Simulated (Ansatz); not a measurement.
# GdMg: how the settings move a relaxation

Question: which choices in the input matter for GdMg?

Computed with Ansatz 0.2.0 (reference: DFT, PBEsol, all-electron LAPW, scalar-relativistic, unless a step's input says otherwise).

## 1. The structure to begin with

It takes space group Pm-3m (No. 221, cubic). Conventional cell: a = 3.824 Å, b = 3.824 Å, c = 3.824 Å, α = 90.00°, β = 90.00°, γ = 90.00°. Gd (site symmetry m-3m) is surrounded by 8 Mg at 3.31 Å. Mg (site symmetry m-3m) has 8 Gd at 3.31 Å as nearest neighbours.

Structure file:

```cif
data_structure
_symmetry_space_group_name_H-M 'P 1'
_symmetry_Int_Tables_number 1
_cell_length_a 3.8240
_cell_length_b 3.8240
_cell_length_c 3.8240
_cell_angle_alpha 90.000
_cell_angle_beta 90.000
_cell_angle_gamma 90.000
_cell_volume 55.92
loop_
_atom_site_label
_atom_site_type_symbol
_atom_site_fract_x
_atom_site_fract_y
_atom_site_fract_z
_atom_site_occupancy
Gd1 Gd 0.00000 0.00000 0.00000 1
Mg1 Mg 0.50000 0.50000 0.50000 1
```

## 2. Reference

The input, input.yaml:

```yaml
crystal:
  lattice:
    - [3.824, 0.0, 0.0]
    - [0.0, 3.824, 0.0]
    - [0.0, 0.0, 3.824]
  atoms:
    - { symbol: Gd, position: [0.0, 0.0, 0.0], spin: 7.0 }
    - { symbol: Mg, position: [0.5, 0.5, 0.5] }
magnetization:
  spin_polarized: true
kpoints:
  mp_grid: { grid: [9, 9, 9] }
scf:
  occupations: { method: fermi_dirac, width: 0.05 }
hamiltonian:
  xc: pbesol
  pseudopotentials: { kind: all_electron, lapw: { basis_error: 0.001 } }
output:
  forces: true
  stress: true
relax:
  f_tol: 0.005
  max_steps: 80
  cell: {}
```

On the command line:

```console
$ ansatz run input.yaml --threads 1 --pin off --max-ram 3072MiB --backend cpu --events-out ev --progress --plain --runs-dir out
```

## 3. Changing settings: mp_grid.grid [14, 14, 14], mixing.algorithm anderson, mixing.beta 0.9

Changes to input.yaml since step 2:

```diff
@@ -11,5 +11,6 @@
 kpoints:
-  mp_grid: { grid: [9, 9, 9] }
+  mp_grid: { grid: [14, 14, 14] }
 scf:
   occupations: { method: fermi_dirac, width: 0.05 }
+  mixing: { algorithm: anderson, beta: 0.9 }
 hamiltonian:
```

Before running it: what results should come out? Wanted: for each run, ending; energy change; pressure; abs. moment; force.

**Answer**, as computed:

| run | ending | energy change | pressure (GPa) | abs. moment (μB) | force (eV/Å) | cycles | time |
| --- | --- | --- | --- | --- | --- | --- | --- |
| reference | converged | 0 | 0.0 | 7.58 | 0.00 | 34 | 56 s |
| 1: mp_grid.grid [14, 14, 14], mixing.algorithm anderson, mixing.beta 0.9 | converged | -0.2 meV/atom | 0.0 | 7.58 | 0.00 | 36 | 2.9 min |

What this shows: Changing the k-point mesh and mixing hardly moves the energy: -0.2 meV/atom. Cost: 36 SCF cycles against 34, 2.9 min against 56 s.
